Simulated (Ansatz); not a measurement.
# CrB2: properties at the relaxed cell

One table from this session's results is given with a row withheld; the runs are named, their logs left out.

Method: DFT r2SCAN, scalar-relativistic, plane waves, PAW, in Ansatz 0.2.0.

## The structure to begin with

Symmetry: P6/mmm, No. 191, hexagonal system. Conventional cell: a = 2.980 Å, b = 2.980 Å, c = 3.055 Å, α = 90.00°, β = 90.00°, γ = 120.00°. Cr (site symmetry 6/mmm) is surrounded by 12 B at 2.30 Å. Around B (site symmetry -6m2) lie 3 B at 1.72 Å and 6 Cr at 2.30 Å.

Coordinates:

```
Cr B
1.0
     2.98023    0.00000    0.00000
    -1.49012    2.58096    0.00000
     0.00000    0.00000    3.05485
Cr B
1 2
Direct
  0.00000 0.00000 0.00000
  0.33333 0.66667 0.50000
  0.66667 0.33333 0.50000
```

It is the result of an earlier relaxation at this level (volume 7.83 Å³/atom; gap on the mesh: none (metal), site moments up to 2.0 μB).

Set-up of the first run:

File input.yaml:

```yaml
crystal:
  lattice:
    - [2.950129374, 0.0, 0.0]
    - [-1.475064687, 2.5548869823, 0.0]
    - [0.0, 0.0, 3.0239900156]
  atoms:
    - { symbol: Cr, position: [0.0, 0.0, 0.0], spin: 2.18 }
    - { symbol: B, position: [0.3333333333, 0.6666666667, 0.5] }
    - { symbol: B, position: [0.6666666667, 0.3333333333, 0.5] }
basis:
  ecutwfc: 500
kpoints:
  mp_grid: { grid: [18, 18, 14] }
hamiltonian:
  xc: r2scan
scf:
  occupations: { method: gaussian, width: 0.1 }
output:
  forces: true
  stress: true
  eigenvalues: true
  populations: true
magnetization:
  spin_polarized: true
relax:
  adjacent_minimum: "off"
  f_tol: 0.01
  max_steps: 30
  cell: { stress_tol: 0.1, fix: [volume] }
```

Launch:

```sh
> ansatz run input.yaml --threads 1 --pin off --max-ram 2560MiB --backend cpu --events-out ev --progress --plain --runs-dir out
```

Among the steps run: Point at V/V0 = 0.97; Volume × 1.03; The cell scaled to 0.94 of its volume; Point at V/V0 = 1.06; The cell scaled to 0.91 of its volume; The cell scaled to 1.10 of its volume; Point at V/V0 = 0.88.

One of the session's tables, all rows but one given; the rest of the session is left out.

It belongs to the step «Equation of state». 

| volume (Å³/atom) | energy above the lowest point (meV/atom) | pressure (GPa) | largest moment (μB) |
| --- | --- | --- | --- |
| 6.893 | 104.9 | 38.80 | 1.58 |
| 7.128 | 56.8 | 27.16 | 1.72 |
| 7.363 | 24.3 | 17.23 | 1.84 |
| 7.598 | 5.7 | 7.98 | 1.92 |
| 7.832 | 0.0 | 0.02 | 1.98 |
| 8.067 | 4.8 | -6.46 | 2.06 |
| 8.302 | ? | ? | ? |
| 8.616 | 47.6 | -18.09 | 2.25 |

Q: Estimate the row for volume (Å³/atom) = 8.302 from the others.

Worked estimate for «energy above the lowest point (meV/atom)». A straight line through the neighbours (8.067, 4.8) and (8.616, 47.6) gives 4.8 + (47.6 − 4.8) × (8.302 − 8.067) / (8.616 − 8.067) = 23.1; a parabola fitted to 3 rows on both sides gives 17.7.

As computed: energy above the lowest point (meV/atom): 18.2; pressure (GPa): -11.83; largest moment (μB): 2.15. In «energy above the lowest point (meV/atom)» the line misses by +4.9 and the parabola by -0.5.

Limits of these values: Other magnetic orders or occupations could lie lower; they were not searched in full.
